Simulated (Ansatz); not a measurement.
BeSb:

```
CELL_PARAMETERS angstrom
3.87910 0.00000 0.00000
-1.93955 3.35940 0.00000
0.00000 0.00000 3.03755
ATOMIC_POSITIONS crystal
Be 0.00000 0.00000 0.00000
Sb 0.33333 0.66667 0.50000
```

The cell was built by a generator and needn't be a form met in nature.

```yaml
Program: Ansatz 0.2.0
Task: relaxation of cell and atoms
Functional: PBE
Potentials_or_basis: Ansatz PAW
Cutoff: "420 eV (not typed: the program's choice for these potentials)"
k_mesh: 6 × 6 × 7
Occupations: fermi-dirac, width 0.05 eV
Spin: no spin polarisation
```

At the start: volume 19.79 Å³/atom.

How do energy, volume and symmetry change on relaxing?

It ends after 5 steps and the volume is 19.95 Å³/atom (+0.8 %); space group P-6m2 (No. 187, to 0.05 Å).

The path:
| step | energy change (eV) | largest force (eV/Å) | volume (Å³) |
| --- | --- | --- | --- |
| 1 | 0.0000 | 0.0000 | 39.58 |
| 2 | -0.0074 | 0.0000 | 39.88 |
| 3 | -0.0078 | 0.0000 | 39.91 |
| 4 | -0.0079 | 0.0000 | 39.89 |
| 5 | -0.0080 | 0.0000 | 39.89 |

Final structure:
```
CELL_PARAMETERS angstrom
3.91806 0.00000 0.00000
-1.95903 3.39314 0.00000
0.00000 0.00000 3.00054
ATOMIC_POSITIONS crystal
Be 0.00000 0.00000 0.00000
Sb 0.33333 0.66667 0.50000
```

Caveat: the plane-wave basis is chosen anew once the cell has moved, so the energies of steps on either side of that aren't comparable.
